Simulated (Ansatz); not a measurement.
**B2ClFH2: small, medium and large basis sets**

An exercise on one series of results from a longer session: the logs are not shown, and one member is left open.

Computed with Ansatz 0.2.0, Gaussian basis. Level: one geometry, several basis sets.

Plan: PBE0-D4/def2-SVP; ωB97M-V/def2-SVP; PBE0-D4/def2-QZVPP; ωB97M-V/def2-QZVPP; the functionals' def2-TZVPP values are taken from earlier runs.

**The relaxed structure**

All runs share one geometry, relaxed beforehand with PBE0-D4 in a triple-zeta def2 set.

SMILES `FBBCl`, 6 atoms, charge 0, spin multiplicity 1.

Atoms are counted from 1 here; the program's logs count them from 0.

Bond lengths: F1–B2 1.325 Å, B2–B3 1.693 Å, B2–H5 1.205 Å, B3–Cl4 1.745 Å, B3–H6 1.195 Å. Angles: F1–B2–B3 120.9°, F1–B2–H5 116.2°, B3–B2–H5 123.0°, B2–B3–Cl4 118.0°, B2–B3–H6 125.8°, Cl4–B3–H6 116.1°.

The first run:

Input file in.yaml:

```yaml
crystal:
  periodic: [false, false, false]
  atoms:
    - {symbol: F, position_ang: [1.399573, -1.313591, -0.267420]}
    - {symbol: B, position_ang: [0.803847, -0.134094, -0.366033]}
    - {symbol: B, position_ang: [-0.636644, 0.183762, 0.464239]}
    - {symbol: Cl, position_ang: [-2.143563, -0.114168, -0.364007]}
    - {symbol: H, position_ang: [1.341894, 0.675003, -1.078787]}
    - {symbol: H, position_ang: [-0.723006, 0.638988, 1.565808]}
basis:
  gaussian: {orbitals: def2-SVP}
hamiltonian: {xc: pbe0, dispersion: d4}
output: {orbitals: {seedname: orbitals}}
```

The run is started by

```
$ ansatz run in.yaml --threads 2 --pin off --events-out ev --progress --plain --max-ram 4352MiB
```

Steps of the session up to this table: PBE0-D4 in def2-SVP; ωB97M-V in def2-SVP; PBE0-D4 in def2-QZVPP; ωB97M-V in def2-QZVPP.

One table of the session follows, with a row left open; its other results are not shown here.

It belongs to the step «Functionals by basis». 

| functional | basis | HOMO (eV) | LUMO (eV) |
| --- | --- | --- | --- |
| PBE0-D4 | def2-SVP | -7.90 | -1.87 |
| PBE0-D4 | def2-TZVPP | -8.02 | -2.04 |
| PBE0-D4 | def2-QZVPP | -8.05 | -2.09 |
| ωB97M-V | def2-SVP | -10.10 | 0.26 |
| ωB97M-V | def2-TZVPP | ? | ? |
| ωB97M-V | def2-QZVPP | -10.29 | -0.09 |

**Question.** Estimate the row for ωB97M-V, def2-TZVPP.

**Answer.** HOMO (eV): -10.26; LUMO (eV): -0.01. In the column «HOMO (eV)» it lies between ωB97M-V, def2-QZVPP (-10.29) and ωB97M-V, def2-SVP (-10.10).
